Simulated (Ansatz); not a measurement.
# AlFH3NSSi: how energies converge with the basis set

The task here is to estimate one member of a computed series from the others.

Method: one geometry, several basis sets; program: Ansatz 0.2.0, Gaussian basis.

Levels to be run: PBE0-D4/def2-SVP; ωB97M-V/def2-SVP; PBE0-D4/def2-QZVPP; ωB97M-V/def2-QZVPP; the functionals' def2-TZVPP values are taken from earlier runs.

1 further run of the same task is left out (for a known fault of the program).

## The geometry

The geometry comes from an earlier relaxation with PBE0-D4 in a triple-zeta def2 set; it is a stationary point, not always the lowest conformer.

SMILES `N[Si]1(F)[AlH][S]1`, 8 atoms, charge 0, spin multiplicity 1.

Atoms are counted from 1 here; the program's logs count them from 0.

Bond lengths: N1–Si2 1.694 Å, N1–H6 1.007 Å, N1–H7 1.005 Å, Si2–F3 1.602 Å, Si2–Al4 2.311 Å, Si2–S5 2.174 Å, Al4–S5 2.196 Å, Al4–H8 1.577 Å. Angles: Si2–N1–H6 120.8°, Si2–N1–H7 122.5°, H6–N1–H7 113.2°, N1–Si2–F3 102.9°, N1–Si2–Al4 132.4°, N1–Si2–S5 118.5°, F3–Si2–Al4 122.9°, F3–Si2–S5 111.6°, Al4–Si2–S5 58.5°, Si2–Al4–S5 57.6°, Si2–Al4–H8 168.8°, S5–Al4–H8 133.6°, Si2–S5–Al4 63.9°.

Coordinates:

```
N     0.4436    1.5390    0.5053
Si    0.4978   -0.0826    0.0166
F     2.0699   -0.3717   -0.0853
Al   -1.0907   -1.7610    0.0094
S    -0.5420   -0.6533   -1.8054
H     1.2564    2.1284    0.4273
H    -0.4160    2.0561    0.5675
H    -2.1268   -2.9119    0.3087
```

Set-up of the first run:

in.yaml reads:

```yaml
crystal:
  periodic: [false, false, false]
  atoms:
    - {symbol: N, position_ang: [0.443620, 1.538971, 0.505316]}
    - {symbol: Si, position_ang: [0.497811, -0.082589, 0.016575]}
    - {symbol: F, position_ang: [2.069862, -0.371698, -0.085349]}
    - {symbol: Al, position_ang: [-1.090722, -1.760995, 0.009401]}
    - {symbol: S, position_ang: [-0.542029, -0.653296, -1.805390]}
    - {symbol: H, position_ang: [1.256419, 2.128369, 0.427313]}
    - {symbol: H, position_ang: [-0.416000, 2.056051, 0.567505]}
    - {symbol: H, position_ang: [-2.126762, -2.911914, 0.308727]}
basis:
  gaussian: {orbitals: def2-SVP}
hamiltonian: {xc: pbe0, dispersion: d4}
output: {orbitals: {seedname: orbitals}}
```

Command:

```console
$ ansatz run in.yaml --threads 2 --pin off --events-out ev --progress --plain --max-ram 4352MiB
```

Among the steps run: PBE0-D4 in def2-SVP; ωB97M-V in def2-SVP; PBE0-D4 in def2-QZVPP; ωB97M-V in def2-QZVPP.

One of the session's tables, all rows but one given; the rest of the session is left out.

It belongs to the step «Functionals by basis». 

| functional | basis | HOMO (eV) | LUMO (eV) |
| --- | --- | --- | --- |
| PBE0-D4 | def2-SVP | -6.29 | -1.75 |
| PBE0-D4 | def2-TZVPP | -6.37 | -1.84 |
| PBE0-D4 | def2-QZVPP | -6.40 | -1.89 |
| ωB97M-V | def2-SVP | -8.19 | 0.04 |
| ωB97M-V | def2-TZVPP | ? | ? |
| ωB97M-V | def2-QZVPP | -8.34 | -0.26 |

Q: Estimate the row for ωB97M-V, def2-TZVPP from the others.

As computed: HOMO (eV): -8.30; LUMO (eV): -0.13. In the column «HOMO (eV)» it lies between ωB97M-V, def2-QZVPP (-8.34) and ωB97M-V, def2-SVP (-8.19).
